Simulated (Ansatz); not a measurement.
Consider an atomisation energy of CH6AlAs, SMILES C[AsH][AlH2] (Ansatz 0.2.0 through its Python package).

Contents of `ch6alas.xyz`:
```text
9

C    -0.52470    0.90930   -0.89290
As    0.87310   -0.38120   -0.98030
Al    0.21220   -1.39320    1.14370
H    -0.35740    1.70420   -1.72310
H    -1.54900    0.44000   -1.05480
H    -0.55730    1.49840    0.06980
H     1.93480    0.58840   -0.30310
H     0.16750   -2.96530    1.27730
H    -0.11070   -0.44670    2.44630
```

Script `ch6alas_tae.py`:
```python
"""Energy to split CH6AlAs into its atoms."""

from collections import Counter

import ansatz as az

BASIS = "def2-SVP"
FUNCTIONAL = "R2SCAN0"


def single_point(molecule, charge=0, unpaired=0):
    calc = molecule.calculation().basis(gaussian=BASIS).functional(FUNCTIONAL)
    if charge:
        calc = calc.charge(charge)
    if unpaired:
        calc = calc.spin("collinear", total=unpaired)
    return calc.run().report["free_energy_ev"]


def main() -> None:
    geometry = az.Crystal.molecule_from_extxyz("ch6alas.xyz")

    # unpaired electrons of the ground-state atoms
    unpaired = {"C": 2, "As": 3, "Al": 1, "H": 1}
    counts = Counter(site.symbol for site in geometry.cartesian_sites)
    atom_energy = {s: single_point(az.Crystal.molecule().atom(s, (0, 0, 0)), 0, unpaired[s]) for s in counts}
    whole = single_point(geometry, 0, 0)
    for s, e in atom_energy.items():
        print(f"{s:2s} x{counts[s]}  {e:14.5f} eV")
    print(f"CH6AlAs: {whole:.5f} eV")
    split = sum(counts[s] * e for s, e in atom_energy.items()) - whole
    print(f"atomisation energy (no zero-point term): {96.485332 * split:.1f} kJ/mol, {split / sum(counts.values()):.3f} eV an atom")


if __name__ == "__main__":
    main()
```

What does it cost to take this molecule apart into atoms?

2577.0 kJ/mol from the electronic energies, without the zero-point term.

What the script printed:

Running `python ch6alas_tae.py` prints:
```text
C  x1     -1028.27257 eV
As x1    -60831.61447 eV
Al x1     -6591.80477 eV
H  x6       -13.58464 eV
CH6AlAs: -68559.90862 eV
atomisation energy (no zero-point term): 2577.0 kJ/mol, 2.968 eV an atom
```

The settings weren't tested for convergence. The geometry is a force-field or estimated start, not a minimum of this method, and the basis set is short of its limit. All parts are taken at fixed geometry, without zero-point energy. Finished in 6.3 s on 1 thread of AMD EPYC 7R43 64-Core Processor (Zen 3), with other jobs on the host, peak memory 0.27 GiB.
